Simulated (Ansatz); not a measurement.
# LaIn: strong compression

An exercise on one series of results from a longer session: the logs are not shown, and one member is left open.

Method: DFT, LDA, PAW with Ansatz's default frozen-core files, scalar-relativistic, in Ansatz 0.2.0.

**The structure to begin with**

The structure is cubic, space group Pm-3m (No. 221). Conventional cell: a = 3.954 Å, b = 3.954 Å, c = 3.954 Å, α = 90.00°, β = 90.00°, γ = 90.00°. La (site symmetry m-3m) has 8 In at 3.42 Å as nearest neighbours. Around In (site symmetry m-3m) lie 8 La at 3.42 Å.

Structure file:

```xyz
2
Lattice="3.9541 0.0000 0.0000 0.0000 3.9541 0.0000 0.0000 0.0000 3.9541" Properties=species:S:1:pos:R:3 pbc="T T T"
La    1.9770    1.9770    1.9770
In    0.0000    0.0000    0.0000
```

Whether this phase is the stable one at these pressures isn't tested.

Atoms are numbered in the order of the input: La1, In2.

Set-up of the first run:

The input, input.yaml:

```yaml
crystal:
  lattice:
    - [3.95407724, 0.0, 0.0]
    - [0.0, 3.95407724, 0.0]
    - [0.0, 0.0, 3.95407724]
  atoms:
    - { symbol: La, position: [0.5, 0.5, 0.5] }
    - { symbol: In, position: [0.0, 0.0, 0.0] }
kpoints:
  mp_grid: { grid: [9, 9, 9] }
  band_path:
    path:
      - [0.0, 0.0, 0.0]
      - [0.0, 0.5, 0.0]
      - [0.5, 0.5, 0.0]
      - [0.0, 0.0, 0.0]
      - [0.5, 0.5, 0.5]
      - [0.0, 0.5, 0.0]
      - [0.5, 0.5, 0.5]
      - [0.5, 0.5, 0.0]
    npoints: 6
scf:
  occupations: { method: fermi_dirac, width: 0.05 }
hamiltonian:
  xc: lda
  pseudopotentials: { kind: paw }
output:
  forces: true
  stress: true
  eigenvalues: true
  efg: { contact_densities: true }
  populations: true
```

Command:

```sh
> ansatz run input.yaml --threads 1 --pin off --max-ram 2048MiB --backend cpu --events-out ev --progress --plain --runs-dir out
```

Steps of the session up to this table: Volume scaled by 1, PAW; Volume scaled by 0.85, PAW; Volume scaled by 0.8, PAW; Volume scaled by 0.4, PAW.

One table of the session follows, with a row left open; its other results are not shown here.

```
method  volume over the first  volume (Å³/atom)  pressure (GPa)
   PAW                      1                 ?               ?
   PAW                   0.85            26.274            5.85
   PAW                    0.8            24.728           11.33
   PAW                    0.4            12.364          264.81
```

Q: Estimate the row for PAW, 1 from the others.

**Answer.** volume (Å³/atom): 30.910; pressure (GPa): -3.83. In the column «volume (Å³/atom)» it is the highest.

Caveats from the session: Warnings in the runs' records: gradients without spin orbit.
